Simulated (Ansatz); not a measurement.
**TaF3: a tetragonal deformation path**

The task here is to estimate one member of a computed series from the others.

Computed with Ansatz 0.2.0 (DFT PBE, scalar-relativistic, plane waves, PAW, unless a step's input says otherwise).

## The system as given

The structure is cubic, space group Pm-3m (No. 221). The conventional cell has a = 3.901 Å, b = 3.901 Å, c = 3.901 Å, α = 90.00°, β = 90.00°, γ = 90.00°. Around Ta (site symmetry m-3m) lie 6 F at 1.95 Å. F (site symmetry 4/mmm) has 2 Ta at 1.95 Å in its first shell of neighbours.

Coordinates:

```
Ta F
1.0
     3.90120    0.00000    0.00000
     0.00000    3.90120    0.00000
     0.00000    0.00000    3.90120
Ta F
1 3
Direct
  0.00000 0.00000 0.00000
  0.50000 0.00000 0.00000
  0.00000 0.50000 0.00000
  0.00000 0.00000 0.50000
```

The cell is taken as given, not relaxed at this level.

The first run:

File input.yaml:

```yaml
crystal:
  lattice:
    - [3.9012, 0.0, 0.0]
    - [0.0, 3.9012, 0.0]
    - [0.0, 0.0, 3.9012]
  atoms:
    - { symbol: Ta, position: [0.0, 0.0, 0.0] }
    - { symbol: F, position: [0.5, 0.0, 0.0] }
    - { symbol: F, position: [0.0, 0.5, 0.0] }
    - { symbol: F, position: [0.0, 0.0, 0.5] }
basis:
  ecutwfc: 420
kpoints:
  mp_grid: { grid: [14, 14, 14] }
hamiltonian:
  xc: pbe
scf:
  occupations: { method: gaussian, width: 0.15 }
output:
  forces: true
  stress: true
  eigenvalues: true
  write_density: true
  write_potential: true
  elf: true
  volumetric_format: npy
```

Command:

```bash
> ansatz run input.yaml --threads 1 --pin off --max-ram 2560MiB --backend cpu --events-out ev --progress --plain --runs-dir out
```

Steps of the session up to this table: Zero of the scan; Point ρ = 0.707; ρ = 1.414; At ρ = 0.850; At ρ = 1.200; At ρ = 0.780; ρ = 1.300; At ρ = 0.920; Point ρ = 1.100; At ρ = 0.650; Point ρ = 1.500; Point ρ = 0.960; At ρ = 1.050.

One table of the session follows, with a row left open; its other results are not shown here.

| ρ | ΔE (meV/atom) | pressure (GPa) |
| --- | --- | --- |
| 0.650 | 4248.4 | 123.3 |
| 0.707 | 2468.5 | 85.4 |
| 0.780 | 1114.9 | 54.3 |
| 0.850 | 429.4 | 37.2 |
| 0.920 | 103.1 | 28.4 |
| 0.960 | 23.8 | 26.2 |
| 1.000 | 0.0 | 25.5 |
| 1.050 | 31.1 | 26.4 |
| 1.100 | 113.7 | 28.9 |
| 1.200 | 395.0 | 37.2 |
| 1.300 | 797.7 | 49.2 |
| 1.414 | ? | ? |
| 1.500 | 1884.6 | 80.2 |

Estimate the missing values for ρ = 1.414.

Worked estimate for «ΔE (meV/atom)». A straight line through the neighbours (1.300, 797.7) and (1.500, 1884.6) gives 797.7 + (1884.6 − 797.7) × (1.414 − 1.300) / (1.500 − 1.300) = 1417.2; a parabola fitted to 3 rows on both sides gives 1371.2.

**Answer.** ΔE (meV/atom): 1374.7; pressure (GPa): 65.9. In «ΔE (meV/atom)» the line misses by +42.5 and the parabola by -3.5.
